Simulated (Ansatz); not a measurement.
# CH6BFSSi: up Jacob's ladder to CCSD(T)

The task here is to estimate one member of a computed series from the others.

Program: Ansatz 0.2.0, Gaussian basis. Level of theory: functionals in def2-TZVPP, the program's frozen cores in correlated methods. These are calculated values, not measurements.

The runs, in order: PBE-D4, r2SCAN-D4, PBE0-D4, B3LYP-D4, ωB97X-V, ωB97M-V, B2PLYP; CCSD(T)/def2-TZVPP; MP2/def2-QZVPP; extrapolation to the limit.

**Structure used throughout**

An earlier PBE0-D4 in a triple-zeta def2 set relaxation fixed the geometry.

SMILES `CSB(F)[SiH3]`, 11 atoms, charge 0, spin multiplicity 1.

Atoms are counted from 1 here; the program's logs count them from 0.

Bond lengths: C1–S2 1.809 Å, C1–H6 1.089 Å, C1–H7 1.089 Å, C1–H8 1.089 Å, S2–B3 1.789 Å, B3–F4 1.332 Å, B3–Si5 2.033 Å, Si5–H9 1.490 Å, Si5–H10 1.486 Å, Si5–H11 1.490 Å. Angles: S2–C1–H6 111.0°, S2–C1–H7 111.0°, S2–C1–H8 106.6°, H6–C1–H7 110.2°, H6–C1–H8 109.0°, H7–C1–H8 108.9°, C1–S2–B3 103.2°, S2–B3–F4 115.7°, S2–B3–Si5 124.4°, F4–B3–Si5 119.9°, B3–Si5–H9 110.2°, B3–Si5–H10 111.5°, B3–Si5–H11 110.4°, H9–Si5–H10 108.7°, H9–Si5–H11 107.1°, H10–Si5–H11 108.8°.

Set-up of the first run:

in.yaml reads:

```yaml
crystal:
  periodic: [false, false, false]
  atoms:
    - {symbol: C, position_ang: [-1.640211, -0.315243, 0.668296]}
    - {symbol: S, position_ang: [-0.359734, -1.511288, 1.118913]}
    - {symbol: B, position_ang: [1.095908, -0.884609, 0.287966]}
    - {symbol: F, position_ang: [2.209110, -1.596416, 0.456332]}
    - {symbol: Si, position_ang: [1.131125, 0.797848, -0.853003]}
    - {symbol: H, position_ang: [-1.823406, -0.326403, -0.404922]}
    - {symbol: H, position_ang: [-1.369482, 0.688203, 0.993137]}
    - {symbol: H, position_ang: [-2.548370, -0.620713, 1.186000]}
    - {symbol: H, position_ang: [0.745829, 1.983279, -0.035886]}
    - {symbol: H, position_ang: [2.479751, 1.035321, -1.431099]}
    - {symbol: H, position_ang: [0.144882, 0.692918, -1.965134]}
basis:
  gaussian: {orbitals: def2-TZVPP}
hamiltonian: {xc: pbe, dispersion: d4}
output: {forces: true, orbitals: {seedname: orbitals}}
```

Launch:

```sh
$ ansatz run in.yaml --threads 4 --pin off --events-out ev --progress --plain --max-ram 10444MiB
```

Among the steps run: PBE-D4 (GGA); r2SCAN-D4 (meta-GGA); PBE0-D4 (hybrid); B3LYP-D4 (hybrid); ωB97X-V (range-separated); ωB97M-V (range-separated); B2PLYP (double hybrid); CCSD(T) in def2-TZVPP; MP2 in def2-QZVPP.

One of the session's tables, all rows but one given; the rest of the session is left out.

```
            method  atomisation energy (kcal/mol)
            PBE-D4                          945.7
         r2SCAN-D4                          938.1
           PBE0-D4                          933.0
          B3LYP-D4                          931.7
           ωB97X-V                          936.9
           ωB97M-V                          935.7
            B2PLYP                              ?
     HF/def2-TZVPP                          703.2
    MP2/def2-TZVPP                          919.6
   CCSD/def2-TZVPP                          894.8
CCSD(T)/def2-TZVPP                          907.6
           MP2/CBS                          942.2
       CCSD(T)/CBS                          930.2
```

Estimate the missing values for B2PLYP.

The run gave: atomisation energy (kcal/mol): 920.9. In the column «atomisation energy (kcal/mol)» it lies between MP2/def2-TZVPP (919.6) and CCSD(T)/CBS (930.2).
